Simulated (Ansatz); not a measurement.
# interstitial Cu in Si: hop to the nearest equivalent void

How high is the barrier for the hop to the nearest equivalent void? Relax the two ends, then run a nudged elastic band between them. The host cell (diamond) has 16 atoms, cell charge +1; the extra atom is the last.

Program: Ansatz 0.2.0. Level of theory: DFT PBE, plane waves, PAW, scalar-relativistic, no spin polarisation. These are calculated values, not measurements.

### 1 The system as given

The cell holds 17 atoms (CuSi16): a = 7.679 Å, b = 7.679 Å, c = 7.679 Å, α = 60.00°, β = 60.00°, γ = 60.00°.

Its coordinates follow in the input file.

### 2 End point A

Input file input.yaml:

```yaml
crystal:
  lattice:
    - [0.0, 5.43, 5.43]
    - [5.43, 0.0, 5.43]
    - [5.43, 5.43, 0.0]
  atoms:
    - { symbol: Si, position: [0.0, 0.0, 0.0] }
    - { symbol: Si, position: [0.125, 0.125, 0.125] }
    - { symbol: Si, position: [0.0, 0.0, 0.5] }
    - { symbol: Si, position: [0.125, 0.125, 0.625] }
    - { symbol: Si, position: [0.0, 0.5, 0.0] }
    - { symbol: Si, position: [0.125, 0.625, 0.125] }
    - { symbol: Si, position: [0.0, 0.5, 0.5] }
    - { symbol: Si, position: [0.125, 0.625, 0.625] }
    - { symbol: Si, position: [0.5, 0.0, 0.0] }
    - { symbol: Si, position: [0.625, 0.125, 0.125] }
    - { symbol: Si, position: [0.5, 0.0, 0.5] }
    - { symbol: Si, position: [0.625, 0.125, 0.625] }
    - { symbol: Si, position: [0.5, 0.5, 0.0] }
    - { symbol: Si, position: [0.625, 0.625, 0.125] }
    - { symbol: Si, position: [0.5, 0.5, 0.5] }
    - { symbol: Si, position: [0.625, 0.625, 0.625] }
    - { symbol: Cu, position: [0.8767824, 0.8802087, 0.3699728] }
total_charge: 1
basis:
  ecutwfc: 420.0
kpoints:
  mp_grid: { grid: [2, 2, 2] }
hamiltonian:
  xc: pbe
  pseudopotentials: { kind: paw, azcp: { folder: soft_1 } }
scf:
  occupations: { method: gaussian, width: 0.05 }
  lower_state_search: "off"
relax:
  f_tol: 0.03
  max_steps: 60
  adjacent_minimum: "off"
```

Started as:

```sh
$ ansatz run input.yaml --threads 1 --pin off --max-ram 3072MiB --backend cpu --events-out ev --progress --plain --runs-dir out
```

Log:

```text
Warning: RAYON_NUM_THREADS=1 ignored (pool sized by the plan → 1); use --threads N
Engine: ansatz 0.2.0, aarch64-unknown-linux-gnu
Pseudopotentials: kind: paw
Pseudopotential: Si, paw, valence charge 4, recommended cutoff 420 eV (normal), <dir>
Pseudopotential: Cu, paw, valence charge 19, recommended cutoff 420 eV (normal), <dir>
Functional definition: PBE
  parameter kappa = 0.804
  parameter beta = 0.06672455060314922
  exchange = pbe_x(kappa = kappa, mu = beta*pi^2/3)
  correlation = pbe_c(beta = beta)
Crystal: 17 atoms, lattice volume = 320.206 Å³
Basis set: ecut = 420 eV, 6231 PW (Γ), exchange–correlation on 108×108×108 points (8 copies of the dense FFT grid, shifted against one another)
Bands: 58, of which v1, the nominal top of the filled ones, is band 41 counted from 1 (40 counted from 0)
Symmetry: 1 space group operations
Space group: P1 (ITA 1), of the structure as read, at distance tolerance 6.8e-5 Å
k-points: 8
Non-local potential: Si, projectors of the file, l = 0: 2, l = 1: 2, l = 2: 1
Non-local potential: Cu, projectors of the file, l = 0: 3, l = 1: 2, l = 2: 3, l = 3: 1
PAW form: soft (Blöchl's): semilocal exchange-correlation on the pseudo side does not see the compensation charge
PAW one-centre angular grid: Si, 110 points (default); XC on 64 Gauss nodes
PAW one-centre angular grid: Cu, 590 points (default); XC on 64 Gauss nodes
Initial density: superposition of atomic densities (chi_scale 0.1, normalization cell)
Initial wavefunctions: pseudopotential atomic-orbital guess
Functional: x = pbe(κ = 0.804, μ = 0.2195149727645171), c = pbe(β = 0.06672455060314922)
SCF iter   1: F=—  HF=-16804.480400 eV  |F-HF|=—  |Δ(HF+E_count)|=         —  Δρ=5.21e-2  dr2=9.67e0  ethr=3.10e-3  ⟨swp⟩=11.5  Hψ=2806  notcnv=0  defer=11
preconditioner: auto → Resta (q_TF=auto, 2.174 Å⁻¹)  ε∞=5.8  [insulator: Δε(μ)=0.602 eV  Ē_g=8.123 eV  σ=0.050 eV  W_gap=0.58  n_scr=58 (ndim 8)  ℏωp=17.9 eV  f_vac=0.000  D(μ)=7.58/eV (n_scr^D=58)  ε∞_Penn≈5.8]
SCF iter   2: F=—  HF=-16803.169557 eV  |F-HF|=—  |Δ(HF+E_count)|=    1.31e0  Δρ=3.96e-2  dr2=4.17e0  ethr=3.10e-3  ⟨swp⟩=3.0  Hψ=984  notcnv=0  defer=70
SCF iter   3: F=—  HF=-16802.571790 eV  |F-HF|=—  |Δ(HF+E_count)|=   5.98e-1  Δρ=1.64e-2  dr2=8.35e-1  ethr=3.10e-3  ⟨swp⟩=2.4  Hψ=936  notcnv=0  defer=70
SCF iter   4: F=—  HF=-16802.426187 eV  |F-HF|=—  |Δ(HF+E_count)|=   1.46e-1  Δρ=9.67e-3  dr2=2.30e-1  ethr=1.02e-3  ⟨swp⟩=2.4  Hψ=799  notcnv=0  defer=70
SCF iter   5: F=—  HF=-16802.413722 eV  |F-HF|=—  |Δ(HF+E_count)|=   1.25e-2  Δρ=1.11e-3  dr2=5.02e-3  ethr=2.80e-4  ⟨swp⟩=2.0  Hψ=743  notcnv=0  defer=70
SCF iter   6: F=—  HF=-16802.418768 eV  |F-HF|=—  |Δ(HF+E_count)|=   5.05e-3  Δρ=4.12e-4  dr2=5.44e-4  ethr=6.12e-6  ⟨swp⟩=2.0  Hψ=697  notcnv=0  defer=70
SCF iter   7: F=—  HF=-16802.419466 eV  |F-HF|=—  |Δ(HF+E_count)|=   6.98e-4  Δρ=9.49e-5  dr2=1.92e-5  ethr=6.63e-7  ⟨swp⟩=2.0  Hψ=715  notcnv=0  defer=70
SCF iter   8: F=-16802.419478 eV  HF=-16802.419479 eV  |F-HF|=6.31e-7  |Δ(HF+E_count)|=   1.28e-5  Δρ=2.77e-5  dr2=1.77e-6  ethr=2.34e-8  ⟨swp⟩=4.0  Hψ=1447  notcnv=0
SCF 1 converged in 8 iterations: F = -16802.419478 eV  dr2 = 1.77e-6
relax step   1: F+E_penalty+E_count = -16802.41947790 eV  Δ(F+E_penalty+E_count) = +0.000e0 eV  max|allowed force component| = 6.003e-1 eV/Å  Δτ_max = 0.0000 Å  (8 SCF iters, dr2 threshold 2.25e-5 eV, accepted)
Initial density: handed on by an earlier stage of this run
Initial wavefunctions: those handed on with the density
iter 1 solved again at ethr=2.86e-5 eV; its pass at ethr=3.10e-3 eV (dr2=2.35e-2 eV) is discarded
SCF iter   1: F=—  HF=-16802.522645 eV  |F-HF|=—  |Δ(HF+E_count)|=         —  Δρ=2.08e-3  dr2=2.80e-2  ethr=2.86e-5  ⟨swp⟩=2.8  Hψ=1494  notcnv=0  defer=70
preconditioner: auto → Resta (q_TF=auto, 2.174 Å⁻¹)  ε∞=6.2  [insulator: Δε(μ)=0.570 eV  Ē_g=7.818 eV  σ=0.050 eV  W_gap=0.53  n_scr=58 (ndim 8)  ℏωp=17.9 eV  f_vac=0.000  D(μ)=7.34/eV (n_scr^D=58)  ε∞_Penn≈6.2]
SCF iter   2: F=—  HF=-16802.517489 eV  |F-HF|=—  |Δ(HF+E_count)|=   5.16e-3  Δρ=1.01e-3  dr2=5.57e-3  ethr=2.86e-5  ⟨swp⟩=2.0  Hψ=534  notcnv=0  defer=70
SCF iter   3: F=—  HF=-16802.516508 eV  |F-HF|=—  |Δ(HF+E_count)|=   9.81e-4  Δρ=6.63e-4  dr2=9.25e-4  ethr=6.79e-6  ⟨swp⟩=2.0  Hψ=576  notcnv=0  defer=70
SCF iter   4: F=—  HF=-16802.516340 eV  |F-HF|=—  |Δ(HF+E_count)|=   1.68e-4  Δρ=1.42e-4  dr2=7.86e-5  ethr=1.13e-6  ⟨swp⟩=2.0  Hψ=719  notcnv=0  defer=70
iter 5 did not close the SCF: its close was put off for the readings that it lacked (scf_convergence_deferred on its scf_iter line)
SCF iter   5: F=-16802.516342 eV  HF=-16802.516342 eV  |F-HF|=2.09e-7  |Δ(HF+E_count)|=   2.56e-6  Δρ=2.15e-5  dr2=2.77e-6  ethr=9.58e-8  ⟨swp⟩=2.1  Hψ=602  notcnv=0  defer=70
SCF iter   6: F=-16802.516343 eV  HF=-16802.516343 eV  |F-HF|=1.18e-7  |Δ(HF+E_count)|=   6.72e-7  Δρ=6.87e-6  dr2=2.47e-7  ethr=3.38e-9  ⟨swp⟩=2.5  Hψ=1426  notcnv=0
SCF 2 converged in 6 iterations: F = -16802.516343 eV  dr2 = 2.47e-7
relax step   2: F+E_penalty+E_count = -16802.51634304 eV  Δ(F+E_penalty+E_count) = -9.687e-2 eV  max|allowed force component| = 1.828e-1 eV/Å  Δτ_max = 0.0333 Å  (6 SCF iters, dr2 threshold 2.25e-5 eV, accepted)
SCF iter   1: F=—  HF=-16802.524766 eV  |F-HF|=—  |Δ(HF+E_count)|=         —  Δρ=8.34e-4  dr2=5.25e-3  ethr=4.09e-5  ⟨swp⟩=4.0  Hψ=1140  notcnv=0  defer=70
preconditioner: auto → Kerker (q_TF=auto, 2.174 Å⁻¹)  [metal: Δε(μ)=0.021 eV  Ē_g=7.809 eV  σ=0.050 eV  W_gap=0.23  n_scr=58 (ndim 8)  ℏωp=17.9 eV  f_vac=0.000  D(μ)=6.88/eV (n_scr^D=50)]
SCF iter   2: F=—  HF=-16802.523954 eV  |F-HF|=—  |Δ(HF+E_count)|=   8.12e-4  Δρ=4.68e-4  dr2=1.80e-3  ethr=6.40e-6  ⟨swp⟩=1.0  Hψ=536  notcnv=0  defer=70
SCF iter   3: F=—  HF=-16802.523820 eV  |F-HF|=—  |Δ(HF+E_count)|=   1.34e-4  Δρ=9.20e-4  dr2=1.62e-3  ethr=2.19e-6  ⟨swp⟩=2.0  Hψ=712  notcnv=0  defer=70
SCF iter   4: F=—  HF=-16802.523505 eV  |F-HF|=—  |Δ(HF+E_count)|=   3.15e-4  Δρ=7.41e-5  dr2=1.89e-5  ethr=1.98e-6  ⟨swp⟩=2.0  Hψ=713  notcnv=0  defer=70
SCF iter   5: F=-16802.523502 eV  HF=-16802.523503 eV  |F-HF|=6.39e-7  |Δ(HF+E_count)|=   2.22e-6  Δρ=1.56e-5  dr2=1.75e-6  ethr=2.55e-9  ⟨swp⟩=3.0  Hψ=1684  notcnv=0
SCF 3 converged in 5 iterations: F = -16802.523502 eV  dr2 = 1.75e-6
relax step   3: F+E_penalty+E_count = -16802.52350236 eV  Δ(F+E_penalty+E_count) = -7.159e-3 eV  max|allowed force component| = 3.608e-2 eV/Å  Δτ_max = 0.0168 Å  (5 SCF iters, dr2 threshold 2.09e-6 eV, accepted)
SCF iter   1: F=—  HF=-16802.529687 eV  |F-HF|=—  |Δ(HF+E_count)|=         —  Δρ=3.78e-3  dr2=3.42e-2  ethr=1.76e-3  ⟨swp⟩=4.2  Hψ=1140  notcnv=0  defer=70
preconditioner: auto → Resta (q_TF=auto, 2.174 Å⁻¹)  ε∞=6.2  [insulator: Δε(μ)=0.141 eV  Ē_g=7.796 eV  σ=0.050 eV  W_gap=0.95  n_scr=58 (ndim 8)  ℏωp=17.9 eV  f_vac=0.000  D(μ)=0.77/eV (n_scr^D=0)  ε∞_Penn≈6.2]
SCF iter   2: F=—  HF=-16802.525566 eV  |F-HF|=—  |Δ(HF+E_count)|=   4.12e-3  Δρ=2.19e-3  dr2=1.11e-2  ethr=4.18e-5  ⟨swp⟩=1.4  Hψ=544  notcnv=0  defer=70
[...]
relax step   4: F+E_penalty+E_count = -16802.52404165 eV  Δ(F+E_penalty+E_count) = -5.393e-4 eV  max|allowed force component| = 1.915e-1 eV/Å  Δτ_max = 0.0832 Å  (7 SCF iters, accepted)
preconditioner: auto → Resta (q_TF=auto, 2.174 Å⁻¹)  ε∞=6.2  [insulator: Δε(μ)=0.070 eV  Ē_g=7.801 eV  σ=0.050 eV  W_gap=0.68  n_scr=58 (ndim 8)  ℏωp=17.9 eV  f_vac=0.000  D(μ)=3.58/eV (n_scr^D=14)  ε∞_Penn≈6.2]
relax step   5: F+E_penalty+E_count = -16802.52921385 eV  Δ(F+E_penalty+E_count) = -5.172e-3 eV  max|allowed force component| = 1.141e-1 eV/Å  Δτ_max = 0.0283 Å  (6 SCF iters, dr2 threshold 2.29e-6 eV, accepted)
preconditioner: auto → Resta (q_TF=auto, 2.174 Å⁻¹)  ε∞=6.2  [insulator: Δε(μ)=0.172 eV  Ē_g=7.801 eV  σ=0.050 eV  W_gap=0.99  n_scr=58 (ndim 8)  ℏωp=17.9 eV  f_vac=0.000  D(μ)=0.29/eV (n_scr^D=0)  ε∞_Penn≈6.2]
relax step   6: F+E_penalty+E_count = -16802.53681757 eV  Δ(F+E_penalty+E_count) = -7.604e-3 eV  max|allowed force component| = 1.353e-1 eV/Å  Δτ_max = 0.0494 Å  (6 SCF iters, dr2 threshold 4.62e-6 eV, accepted)
preconditioner: auto → Resta (q_TF=auto, 2.174 Å⁻¹)  ε∞=6.3  [insulator: Δε(μ)=0.544 eV  Ē_g=7.787 eV  σ=0.050 eV  W_gap=1.00  n_scr=58 (ndim 8)  ℏωp=17.9 eV  f_vac=0.000  D(μ)=0.00/eV (n_scr^D=0)  ε∞_Penn≈6.3]
relax step   7: F+E_penalty+E_count = -16802.53670500 eV  Δ(F+E_penalty+E_count) = +1.126e-4 eV  max|allowed force component| = 2.184e-1 eV/Å  Δτ_max = 0.1949 Å  (6 SCF iters, dr2 threshold 6.50e-6 eV, rejected (line search))
preconditioner: auto → Resta (q_TF=auto, 2.174 Å⁻¹)  ε∞=6.2  [insulator: Δε(μ)=0.134 eV  Ē_g=7.815 eV  σ=0.050 eV  W_gap=0.94  n_scr=58 (ndim 8)  ℏωp=17.9 eV  f_vac=0.000  D(μ)=0.93/eV (n_scr^D=0)  ε∞_Penn≈6.2]
relax step   8: F+E_penalty+E_count = -16802.53681761 eV  Δ(F+E_penalty+E_count) = -4.107e-8 eV  max|allowed force component| = 1.353e-1 eV/Å  Δτ_max = 0.0000 Å  (9 SCF iters, accepted)
relax step   9: F+E_penalty+E_count = -16802.53670797 eV  Δ(F+E_penalty+E_count) = +1.096e-4 eV  max|allowed force component| = 2.184e-1 eV/Å  Δτ_max = 0.1949 Å  (6 SCF iters, dr2 threshold 1.83e-5 eV, rejected (line search))
preconditioner: auto → Resta (q_TF=auto, 2.174 Å⁻¹)  ε∞=6.2  [insulator: Δε(μ)=0.257 eV  Ē_g=7.808 eV  σ=0.050 eV  W_gap=1.00  n_scr=58 (ndim 8)  ℏωp=17.9 eV  f_vac=0.000  D(μ)=0.01/eV (n_scr^D=0)  ε∞_Penn≈6.2]
relax step  10: F+E_penalty+E_count = -16802.55279219 eV  Δ(F+E_penalty+E_count) = -1.597e-2 eV  max|allowed force component| = 5.362e-2 eV/Å  Δτ_max = 0.0932 Å  (7 SCF iters, accepted)
preconditioner: auto → Resta (q_TF=auto, 2.174 Å⁻¹)  ε∞=6.3  [insulator: Δε(μ)=0.414 eV  Ē_g=7.790 eV  σ=0.050 eV  W_gap=1.00  n_scr=58 (ndim 8)  ℏωp=17.9 eV  f_vac=0.000  D(μ)=0.00/eV (n_scr^D=0)  ε∞_Penn≈6.3]
relax step  11: F+E_penalty+E_count = -16802.55679773 eV  Δ(F+E_penalty+E_count) = -4.006e-3 eV  max|allowed force component| = 3.779e-2 eV/Å  Δτ_max = 0.1000 Å  (7 SCF iters, accepted)
preconditioner: auto → Resta (q_TF=auto, 2.174 Å⁻¹)  ε∞=6.2  [insulator: Δε(μ)=0.353 eV  Ē_g=7.799 eV  σ=0.050 eV  W_gap=1.00  n_scr=58 (ndim 8)  ℏωp=17.9 eV  f_vac=0.000  D(μ)=0.00/eV (n_scr^D=0)  ε∞_Penn≈6.2]
relax step  12: F+E_penalty+E_count = -16802.55827767 eV  Δ(F+E_penalty+E_count) = -1.480e-3 eV  max|allowed force component| = 1.785e-2 eV/Å  Δτ_max = 0.0246 Å  (6 SCF iters, accepted)
Free energy (F): -16802.558278 eV
Harris-Foulkes:  -16802.558278 eV  (|F-HF|=2.35e-8)
[...]
Internal energy: -16802.558278 eV  (E = F + TS)
E sigma→0 (E₀):  -16802.558278 eV
Entropy (-TS):   -0.000000 eV (-0.000 meV/atom)
Fermi energy:    7.097554 eV
--- Per-component energies (eV) ---
  E_band       = -445.397958
  E_kinetic    = 909.929332
  E_local      = -8305.071786  (includes V_loc(G=0)·N_el)
  E_nonlocal   = 1252.655910
  E_hartree    = 3654.851571
  E_xc         = -964.514380
  E_vxc        = -843.338913  (∫ρ·V_xc dr)
  E_paw        = -10001.763734  (= ΣΔE_a)
  E_vpaw       = -769.273057  (= ΣTr[D̂ρ^β])
  E_aug_tail   = 0.001565  (compensation charges beyond the density's cutoff)
  E_ewald      = -3348.646757
  E_smearing   = -0.000000  (= −TS)
  E_closure    = 0.000000  (closes the sum)
  E_deformation_potential = 13.381798  (in the stress; not in F)
  Σ components = -16802.558278   (vs F -16802.558278, Δ=0.00e0)
--- Forces (eV/Å), atoms counted from 1 ---
  atom   1  Si     0.00391618     0.01785333     0.00020984
  atom   2  Si    -0.00911514    -0.01246153    -0.00190547
  atom   3  Si     0.00046954     0.00437843     0.00808966
  atom   4  Si    -0.00093735    -0.00331155     0.00297053
  atom   5  Si     0.00140271     0.00849268    -0.00444047
  atom   6  Si     0.00108297    -0.01690927     0.00976013
  atom   7  Si    -0.00451359     0.01010680    -0.00588992
  atom   8  Si     0.00147076    -0.00743706    -0.00505013
  atom   9  Si     0.00496447     0.01002044    -0.00475734
  atom  10  Si    -0.00175345    -0.00228699    -0.00102102
  atom  11  Si     0.00376267    -0.00194835    -0.00286007
  atom  12  Si     0.00359170    -0.00446688    -0.00424399
  atom  13  Si     0.00377190     0.01297698    -0.00387182
  atom  14  Si    -0.00339375    -0.01639658     0.00994921
  atom  15  Si     0.00224037     0.01116926    -0.00407997
  atom  16  Si    -0.00194037    -0.00655845     0.00682981
  atom  17  Cu    -0.00502501    -0.00324094     0.00032469
  max |Σ_I F_I| component: 1.97e-5 eV/Å
--- Relaxed structure (12 steps of the walk, 10 accepted, 0 SCFs on fresh bases) ---
  F+E_penalty+E_count = -16802.55827767 eV   max|allowed force component| = 1.785e-2 eV/Å
  atoms:
    - { symbol: Si, position: [0.01245466967485111, 0.012950287222679505, -0.038074263303464806] }
    - { symbol: Si, position: [0.12503518809624592, 0.12468167415749022, 0.11785614391886413] }
    - { symbol: Si, position: [-0.00471690129245498, -0.005122743596173853, 0.5061144606198288] }
    - { symbol: Si, position: [0.13636758975425678, 0.13766980457955724, 0.5905694799173951] }
    - { symbol: Si, position: [-0.007807531089628478, 0.49701870198277787, 0.014035850105081321] }
    - { symbol: Si, position: [0.12424063702426641, 0.6331933615233565, 0.11821040682977008] }
    - { symbol: Si, position: [-0.005998085143959164, 0.5061670255672062, 0.5058485684579952] }
    - { symbol: Si, position: [0.1230135257236406, 0.6191693355810235, 0.6396260251632258] }
    - { symbol: Si, position: [0.4973432528675499, -0.008475628069764346, 0.01370383632246433] }
    - { symbol: Si, position: [0.6327601889243161, 0.12455166366720949, 0.11764485213575071] }
    - { symbol: Si, position: [0.5047692998473372, -0.005440963201441246, 0.5057078991226905] }
    - { symbol: Si, position: [0.619461405148285, 0.12225353566719405, 0.6392793766241756] }
    - { symbol: Si, position: [0.4965766696635903, 0.4969186687856901, 0.013997571619879468] }
    - { symbol: Si, position: [0.620308384873703, 0.6195196567500822, 0.13966189014524633] }
    - { symbol: Si, position: [0.49585859111248937, 0.49525472484265026, 0.5129140153777807] }
    - { symbol: Si, position: [0.6183856882990476, 0.6189022465295636, 0.6396756806718331] }
    - { symbol: Cu, position: [0.8887298265164643, 0.8909973480108992, 0.33320100627148364] }
```

Wall time 75 s (1 thread of Arm Neoverse V2, shared host); peak memory 0.56 GiB.

Relaxation path:

```tsv
step	energy from step 1 (eV/cell)	largest force component (eV/Å)
1	0.0000	0.6003
2	-0.0969	0.1828
3	-0.1040	0.0361
4	-0.1046	0.1915
5	-0.1097	0.1141
6	-0.1173	0.1353
7x	-0.1172	0.2184
8	-0.1173	0.1353
9x	-0.1172	0.2184
10	-0.1333	0.0536
11	-0.1373	0.0378
12	-0.1388	0.0179
```

Step 1 is the start. 2 steps were tried and not accepted (7, 9; marked x where the table lists them).

Largest move: Si1, 0.24 Å.

### 3 Relaxing end B

The second end starts from a geometry with the move made by hand.

Changes to input.yaml since step 2:

```diff
@@ -22,3 +22,3 @@
     - { symbol: Si, position: [0.625, 0.625, 0.625] }
-    - { symbol: Cu, position: [0.8767824, 0.8802087, 0.3699728] }
+    - { symbol: Cu, position: [0.75255577, 0.74578916, 0.74383081] }
 total_charge: 1
@@ -38 +38,6 @@
   adjacent_minimum: "off"
+output:
+  write_density: true
+  write_potential: true
+  elf: true
+  volumetric_format: npy
```

Started as:

```sh
$ ansatz run input.yaml --threads 1 --pin off --max-ram 3072MiB --backend cpu --events-out ev --progress --plain --runs-dir out
```

Log, shortened:

```text
Warning: RAYON_NUM_THREADS=1 ignored (pool sized by the plan → 1); use --threads N
[...]
Pseudopotentials: kind: paw
Pseudopotential: Si, paw, valence charge 4, recommended cutoff 420 eV (normal), <dir>
Pseudopotential: Cu, paw, valence charge 19, recommended cutoff 420 eV (normal), <dir>
Functional definition: PBE
[...]
Crystal: 17 atoms, lattice volume = 320.206 Å³
[...]
relax step   7: F+E_penalty+E_count = -16802.54822413 eV  Δ(F+E_penalty+E_count) = -8.629e-3 eV  max|allowed force component| = 1.109e-1 eV/Å  Δτ_max = 0.0306 Å  (6 SCF iters, dr2 threshold 3.89e-5 eV, accepted)
[...]
relax step   8: F+E_penalty+E_count = -16802.55125548 eV  Δ(F+E_penalty+E_count) = -3.031e-3 eV  max|allowed force component| = 1.073e-1 eV/Å  Δτ_max = 0.1443 Å  (6 SCF iters, dr2 threshold 3.89e-6 eV, accepted)
[...]
```

[end of part 1 of 2]
